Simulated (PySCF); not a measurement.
**AsBr+: from the state search to spectroscopic constants**

One job finds the state of AsBr+, follows it along the bond with each method and fits the curves.

Computed with PySCF 2.14.0. Level: As def2-TZVPPD, Br def2-TZVPPD, no relativity.

## 1. Set-up

A driver script around PySCF takes these settings:

```yaml
atoms: As, Br
charge: 1
basis: As def2-TZVPPD, Br def2-TZVPPD
Hamiltonian: no relativity
basis_functions: 111
electrons_treated: 67
masses_in_u: 74.9216, 78.9183
levels: PBE0, PBE, r²SCAN, r²SCAN0, M06-L, BLYP, M06-2X, MN15, ωB97M-V, HF, MP2, SCS-MP2
grid: 80 radial by 434 angular points
occupations: held fixed by the projection of orbital angular momentum
dissociation_limit: As+ + Br, each in its ground configuration
starting_distance_in_angstrom: 2.390
values_of_2S_to_try: 1, 3
```

Run with:

```bash
> OMP_NUM_THREADS=2 python dia.py task.json out
```

After this run come: First curve: PBE0; Higher solutions at PBE0; PBE (GGA); r²SCAN (meta-GGA); r²SCAN0 (hybrid meta-GGA); M06-L (meta-GGA); BLYP (GGA); M06-2X (hybrid meta-GGA); MN15 (hybrid meta-GGA); ωB97M-V (range-separated hybrid); UHF (mean field).

Q: Predict the outcome of this session. Wanted: for each run, Re; ωe; De; μ.

**Answer**, as computed:

Lowest PBE0 solution found, without spin–orbit coupling: ²Π (doublet), unpaired electrons π ↑. State 2 has its PBE0 minimum 2.16 eV higher. The other levels ran on the lowest alone.

| level | Re (Å) | ωe (cm⁻¹) | De (eV) | μ (D) |
| --- | --- | --- | --- | --- |
| UHF | 2.178 | 401 | 2.04 | -2.77 |
| UHF-MP2 | 2.168 | 407 | 3.72 | n/a |
| UHF-SCS-MP2 | 2.175 | 402 | 3.54 | n/a |
| PBE | 2.206 | 370 | 4.27 | -1.90 |
| BLYP | 2.229 | 353 | 4.05 | -1.99 |
| r²SCAN | 2.185 | 384 | 4.13 | -1.92 |
| M06-L | 2.184 | 386 | 4.10 | -1.86 |
| PBE0 | 2.180 | 392 | 3.92 | -2.08 |
| r²SCAN0 | 2.169 | 400 | 3.83 | -2.08 |
| MN15 | 2.167 | 394 | 3.65 | -2.10 |
| M06-2X | 2.189 | 393 | 3.51 | -2.41 |
| ωB97M-V | 2.172 | 402 | 3.68 | -2.25 |

De is counted to As+ + Br in their ground configurations. A positive dipole points from As to Br; in an ion it is taken about the centre of mass and does not tell which atom is negative.

Bond lengths run from 2.167 Å (MN15) to 2.229 Å (BLYP). Among the levels with a De in the table, it runs from 2.04 eV (UHF) to 4.27 eV (PBE).

Correlated steps freeze 18 core orbitals.
